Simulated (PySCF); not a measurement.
# OsS3F2: other functionals and bases at one geometry

An exercise on one series of results from a longer session: the logs are not shown, and one member is left open.

Method: several levels, as the steps say, no spin–orbit coupling; program: PySCF 2.14.0.

2 further runs of the same task are left out: 2 for a known fault of the program.

**The system as given**

6 atoms, charge 0, spin multiplicity 1.

Bond lengths: Os1–S2 2.128 Å, Os1–S3 2.128 Å, Os1–S4 2.129 Å, Os1–F5 1.933 Å, Os1–F6 1.933 Å. Angles: S2–Os1–S3 119.8°, S2–Os1–S4 120.1°, S2–Os1–F5 90.0°, S2–Os1–F6 90.0°, S3–Os1–S4 120.1°, S3–Os1–F5 90.0°, S3–Os1–F6 90.0°, S4–Os1–F5 90.0°, S4–Os1–F6 90.0°, F5–Os1–F6 180.0°.

As a file:

```csv
atom,x (Å),y (Å),z (Å)
Os1,-0.04669,0.00000,0.00000
S2,-1.11343,0.00000,1.84174
S3,-1.11343,0.00000,-1.84174
S4,2.08184,0.00000,0.00000
F5,-0.04586,1.93298,0.00000
F6,-0.04586,-1.93298,0.00000
```

Formal oxidation states: Os +8. An earlier session relaxed this geometry at B3LYP, Os def2-SVP with ECP60, S def2-SVP, F def2-SVP (singlet, point group D3h).

At B3LYP on the finer grid: E = -1484.530948 Eh, HOMO -8.01 eV, LUMO -5.47 eV, Mulliken charge on Os1 +0.66 e, largest force component 0.008 eV/Å. 

Levels to run: wB97X; PBE0; HF; TPSSh; B3LYP, TZVP; B3LYP, x2c-SVP. Hardware: 2 threads of Arm Neoverse V1, shared host.

Set-up of the first run:

File run.py (the lines that set the calculation):

```python
mol = gto.M(atom='''
Os    -0.04669     0.00000     0.00000
S     -1.11343     0.00000     1.84174
S     -1.11343     0.00000    -1.84174
S      2.08184     0.00000     0.00000
F     -0.04586     1.93298     0.00000
F     -0.04586    -1.93298     0.00000''',
    basis={'Os': 'def2-SVP', 'S': 'def2-SVP', 'F': 'def2-SVP'},
    ecp={'Os': 'def2-SVP'},
    charge=0, spin=0)
mf = dft.RKS(mol, xc='WB97X')
mf.grids.atom_grid = (75, 302)
mf = mf.density_fit()  # fitting sets: Os def2-universal-JKFIT, S def2-universal-JKFIT, F def2-universal-JKFIT
mf.conv_tol = 1e-08; mf.max_cycle = 55
mf.kernel(dm0)  # dm0: the density of the relaxed state
```

On the command line:

```
> OMP_NUM_THREADS=2 python run.py
```

Among the steps run: wB97X; PBE0; HF; TPSSh; B3LYP, TZVP; B3LYP, x2c-SVP.

One table of the session follows, with a row left open; its other results are not shown here.

| level | HOMO (eV) | gap (eV) | charge on Os1 (e) | largest force component (eV/Å) |
| --- | --- | --- | --- | --- |
| B3LYP (relaxed here) | -8.01 | 2.55 | 0.66 | 0.01 |
| wB97X | -10.44 | 6.74 | 0.76 | 1.33 |
| PBE0 | -8.34 | 2.88 | 0.69 | 0.68 |
| HF | -10.01 | 7.07 | 1.03 | 2.12 |
| TPSSh | -7.76 | 1.99 | 0.73 | 0.24 |
| B3LYP, TZVP | -8.06 | 2.53 | 1.04 | 0.43 |
| B3LYP, x2c-SVP | ? | ? | ? | ? |

Estimate the missing values for B3LYP, x2c-SVP.

The run gave: HOMO (eV): -8.03; gap (eV): 2.48; charge on Os1 (e): -0.02; largest force component (eV/Å): 0.49. In the column «HOMO (eV)» it lies between B3LYP, TZVP (-8.06) and B3LYP (relaxed here) (-8.01).

In one basis the HOMO–LUMO gap runs from 1.99 eV (TPSSh) to 7.07 eV (HF). The largest leftover force, 2.12 eV/Å with HF, stands at a geometry relaxed at another level. Total energies of different levels can't be compared.
